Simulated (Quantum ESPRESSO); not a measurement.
MgW:

```
CELL_PARAMETERS angstrom
4.68000 0.00000 0.00000
0.00000 5.66000 0.00000
-0.02834 0.00000 4.91992
ATOMIC_POSITIONS crystal
W 0.00000 0.18200 0.25000
W 0.00000 0.81800 0.75000
Mg 0.50000 0.68000 0.25000
Mg 0.50000 0.32000 0.75000
```

```yaml
Program: Quantum ESPRESSO 7.5
Task: Wannier functions
Functional: LDA
Potentials_or_basis: GBRV 1.5 LDA
Cutoff: 762 eV
Density_cutoff: 6095 eV
k_mesh: 4 × 3 × 4
Occupations: fermi-dirac, width 0.05 eV
Spin: no spin polarisation
Form_of_the_LDA_correlation: PZ81
Mixing_beta: 0.5
Most_SCF_iterations: 120
SCF_threshold: 8e-10 Ry
k_mesh_for_the_Wannier_functions: 3 × 2 × 3
Projections: W spd, Mg sp
```

Start: atomic projections with disentanglement, frozen window up to 2.0 eV over the reference level; the lowest 16 bands are left out. The reference level is the Fermi level, or the middle of the gap.

With atomic projections with disentanglement, how many functions result, how localised are they, and how well do they interpolate the bands?

26 functions with spreads from 1.28 to 2.11 Å², 46.0 Å² in all; they miss the direct bands by 29 meV (root mean square).

Wannier functions:
| function | nearest atom | distance (Å) | spread (Å²) | on-site energy from the reference level (eV) |
| --- | --- | --- | --- | --- |
| 1 | 1 W | 0.91 | 1.81 | 3.73 |
| 2 | 1 W | 1.00 | 1.86 | 3.36 |
| 3 | 1 W | 1.01 | 1.75 | 2.98 |
| 4 | 1 W | 0.86 | 1.76 | 2.64 |
| 5 | 1 W | 1.00 | 1.86 | 3.35 |
| 6 | 1 W | 0.11 | 1.29 | 0.79 |
| 7 | 1 W | 0.15 | 1.31 | 1.31 |
| 8 | 1 W | 1.01 | 1.76 | 3.01 |
| 9 | 1 W | 0.12 | 1.36 | 0.44 |
| 10 | 2 W | 0.91 | 1.81 | 3.75 |
| 11 | 2 W | 1.00 | 1.86 | 3.36 |
| 12 | 2 W | 1.01 | 1.75 | 2.99 |
| 13 | 2 W | 0.87 | 1.76 | 2.66 |
| 14 | 2 W | 0.99 | 1.87 | 3.38 |
| 15 | 2 W | 0.09 | 1.28 | 0.66 |
| 16 | 2 W | 0.15 | 1.31 | 1.40 |
| 17 | 2 W | 1.01 | 1.76 | 3.01 |
| 18 | 2 W | 0.10 | 1.35 | 0.41 |
| 19 | 3 Mg | 0.77 | 2.05 | 4.66 |
| 20 | 3 Mg | 0.75 | 2.08 | 5.17 |
| 21 | 3 Mg | 0.73 | 2.11 | 5.33 |
| 22 | 3 Mg | 0.78 | 2.02 | 5.07 |
| 23 | 4 Mg | 0.77 | 2.05 | 4.66 |
| 24 | 4 Mg | 0.78 | 2.02 | 5.07 |
| 25 | 4 Mg | 0.73 | 2.11 | 5.33 |
| 26 | 4 Mg | 0.74 | 2.08 | 5.17 |

Parts of the spread (Å²): invariant 35.63, diagonal 0.008, off-diagonal 10.39, total 46.03. Against the direct bands the interpolation misses by 29 meV (root mean square) and 167 meV at most, for states up to 1 eV over the reference level.

Caveat: the k mesh is coarse (spacing up to 0.37 Å⁻¹), so the values aren't converged; spin-orbit coupling is left out, which moves the levels of the heavy elements; the Wannier minimisation didn't converge; forces of over 1 eV/Å show positions far from the minimum, so gaps and moduli don't describe the material at rest.
